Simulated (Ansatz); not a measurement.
# Cs2TlVAs6: relaxing the atoms in a fixed cell

Aim: in Cs2TlVAs6, a known structure type filled with other elements, at an estimated volume, relax the atoms in a fixed cell, then read levels, charges and fields where it ends.

Method: DFT, r2SCAN, no spin polarisation, plane waves, PAW, in Ansatz 0.2.0.

**1. The system as given**

The structure is cubic, space group Fm-3m (No. 225). Conventional cell: a = 10.176 Å, b = 10.176 Å, c = 10.176 Å, α = 90.00°, β = 90.00°, γ = 90.00°. V (site symmetry m-3m) has 6 As at 2.14 Å as nearest neighbours. As (site symmetry 4mm) is surrounded by 1 V at 2.14 Å and 1 Tl at 2.95 Å. Around Cs (site symmetry -43m) lie 12 As at 3.62 Å. Tl (site symmetry m-3m) is surrounded by 6 As at 2.95 Å.

Structure file:

```cif
data_structure
_symmetry_space_group_name_H-M 'P 1'
_symmetry_Int_Tables_number 1
_cell_length_a 7.1954
_cell_length_b 7.1954
_cell_length_c 7.1954
_cell_angle_alpha 60.000
_cell_angle_beta 60.000
_cell_angle_gamma 60.000
_cell_volume 263.42
loop_
_atom_site_label
_atom_site_type_symbol
_atom_site_fract_x
_atom_site_fract_y
_atom_site_fract_z
_atom_site_occupancy
V1 V 0.00000 0.00000 0.00000 1
As1 As 0.79000 0.21000 0.21000 1
As2 As 0.21000 0.79000 0.21000 1
As3 As 0.21000 0.79000 0.79000 1
As4 As 0.79000 0.21000 0.79000 1
As5 As 0.21000 0.21000 0.79000 1
As6 As 0.79000 0.79000 0.21000 1
Cs1 Cs 0.25000 0.25000 0.25000 1
Cs2 Cs 0.75000 0.75000 0.75000 1
Tl1 Tl 0.50000 0.50000 0.50000 1
```

It starts from an earlier solution of the starting cell (checkpoint.read).

**2. The relaxation**

Contents of input.yaml:

```yaml
crystal:
  lattice:
    - [0.0, 5.087923, 5.087923]
    - [5.087923, 0.0, 5.087923]
    - [5.087923, 5.087923, 0.0]
  atoms:
    - { symbol: V, position: [0.0, 0.0, 0.0] }
    - { symbol: As, position: [0.79, 0.21, 0.21] }
    - { symbol: As, position: [0.21, 0.79, 0.21] }
    - { symbol: As, position: [0.21, 0.79, 0.79] }
    - { symbol: As, position: [0.79, 0.21, 0.79] }
    - { symbol: As, position: [0.21, 0.21, 0.79] }
    - { symbol: As, position: [0.79, 0.79, 0.21] }
    - { symbol: Cs, position: [0.25, 0.25, 0.25] }
    - { symbol: Cs, position: [0.75, 0.75, 0.75] }
    - { symbol: Tl, position: [0.5, 0.5, 0.5] }
  symmetry: { tolerance: 0.0003 }
kpoints:
  mp_grid: { grid: [6, 6, 6], shift: [0, 0, 0] }
magnetization:
  spin_polarized: false
scf:
  occupations: { method: gaussian, width: 0.1008 }
  lower_state_search: "off"
hamiltonian:
  pseudopotentials: { kind: paw }
  xc: r2scan
basis:
  ecutwfc: 500
  fft_grid_basis: typed
relax:
  max_steps: 80
  f_tol: 0.03
output:
  forces: true
  stress: true
  eigenvalues: true
  bader: true
  populations: true
  elf: true
  write_potential: true
  volumetric_format: npy
  dos:
    e_range: [-12, 8]
    de: 0.05
    projected: { site_lists: { As: [As], Cs: [Cs], Tl: [Tl], V: [V] } }
checkpoint:
  read: saved_state
```

On the command line:

```bash
> ansatz run input.yaml --threads 2 --pin off --max-ram 2560MiB --backend cpu --events-out ev --progress --plain --runs-dir out
```

**Question.** What will these runs give? Wanted: moves; energy gained; largest move; pressure left in the fixed cell; character; Bader charges.

The runs gave:

| quantity | value |
| --- | --- |
| moves | 3 |
| energy gained | 182.0 meV/atom |
| largest move | 0.19 Å (As) |
| space group (0.01 Å), before / after | Fm-3m / Fm-3m |
| pressure left in the fixed cell | 6.0 GPa |
| character | metal |
| density of states, mean within 0.25 eV of the Fermi level | 5.8 per eV per cell |
| Bader charges | V +1.03, As -0.47, Cs +0.69, Tl +0.43 e |

In the fixed cell the largest move of an atom is 0.19 Å; the energy fell by 182.0 meV per atom. The fixed cell still holds a mean pressure of 6.0 GPa, so it would expand if let free. The run held to 48 symmetry operations, so a lower structure without them is not ruled out. The cell is metallic; within 0.25 eV of the Fermi level the density of states averages 5.8 per eV per cell, mostly As p (75 %). By Bader's partition V gives up most (+1.03 e) and As takes most (-0.47 e).

Limits of this run: no spin polarisation, so a magnetic state may lie lower; the SCF threshold is loose for a stress.
